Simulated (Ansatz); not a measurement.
Task: a convergence test of the k-point mesh of Ta3Os, space group Fm-3m, with Ansatz 0.2.0, Python API. Give the script and its output. Settings (first run): PBEsol, norm-conserving potentials, the default cutoff (1007 eV here), 2×2×2 k-points, Fermi-Dirac smearing of 0.05 eV. The script varies mesh: (2, 2, 2), (3, 3, 3), (4, 4, 4), (5, 5, 5), (6, 6, 6), (8, 8, 8).

```cif
data_structure
_symmetry_space_group_name_H-M 'P 1'
_symmetry_Int_Tables_number 1
_cell_length_a 4.5578
_cell_length_b 4.5578
_cell_length_c 4.5578
_cell_angle_alpha 60.000
_cell_angle_beta 60.000
_cell_angle_gamma 60.000
_cell_volume 66.95
loop_
_atom_site_label
_atom_site_type_symbol
_atom_site_fract_x
_atom_site_fract_y
_atom_site_fract_z
_atom_site_occupancy
Ta1 Ta 0.25000 0.25000 0.25000 1
Ta2 Ta 0.75000 0.75000 0.75000 1
Ta3 Ta 0.50000 0.50000 0.50000 1
Os1 Os 0.00000 0.00000 0.00000 1
```

`kconv.py`:
```python
import warnings

import ansatz as az
from pymatgen.core import Lattice, Structure
from pymatgen.io.ase import AseAtomsAdaptor

warnings.simplefilter("ignore", az.DeckWarning)

pmg_structure = Structure(
    Lattice([[0.0, 3.222818, 3.222818], [3.222818, 0.0, 3.222818], [3.222818, 3.222818, 0.0]]),
    ["Ta", "Ta", "Ta", "Os"],
    [
        [0.25, 0.25, 0.25],
        [0.75, 0.75, 0.75],
        [0.5, 0.5, 0.5],
        [0.0, 0.0, 0.0],
    ],
)
system = az.Crystal.from_ase(AseAtomsAdaptor.get_atoms(pmg_structure))

model = (
    system.calculation()
    .accuracy("low")
    .mixing("msr1", beta=0.2)
    .functional("pbesol")
    .occupations("fermi_dirac", width=0.05)
    .scf(tolerance=1e-09)
    .pseudopotentials("nc")
)

rows = []
for value in [(2, 2, 2), (3, 3, 3), (4, 4, 4), (5, 5, 5), (6, 6, 6), (8, 8, 8)]:
    summary = model.kpoints(mesh=value).run(threads=1).report
    rows.append((value, summary["free_energy_ev"] / len(summary["lattice"]["sites"]), summary["n_iterations"], summary["n_kpoints"]))

print("        mesh   F/atom (eV)    iterations      k-points")
for row in rows:
    print(f"{str(row[0]):>12s}  {row[1]:12.5f}  {row[2]:12d}  {row[3]:12d}")

for row in rows[:-1]:
    shift = 1000 * (row[1] - rows[-1][1])
    print(f"{row[0]}: {shift:+.2f} meV/atom" + ("  (within 2 meV)" if abs(shift) < 2 else ""))
```

```console
$ python kconv.py
        mesh   F/atom (eV)    iterations      k-points
   (2, 2, 2)   -2016.86131            12             3
   (3, 3, 3)   -2016.66746            10             4
   (4, 4, 4)   -2016.68630            11             8
   (5, 5, 5)   -2016.68567            11            10
   (6, 6, 6)   -2016.68590            10            16
   (8, 8, 8)   -2016.68863            10            29
(2, 2, 2): -172.68 meV/atom
(3, 3, 3): +21.17 meV/atom
(4, 4, 4): +2.33 meV/atom
(5, 5, 5): +2.96 meV/atom
(6, 6, 6): +2.73 meV/atom
```

Reading the output:
- Spin-orbit coupling, which matters for elements this heavy, is left out.
- This cell is a computed structure, which may not be the phase found in nature.
- Shifts are counted from the finest mesh, which is itself no proven limit.
- Cost: of the order of 50 core-seconds.

(Lines on the test bed's own set-up are left out of the output.)
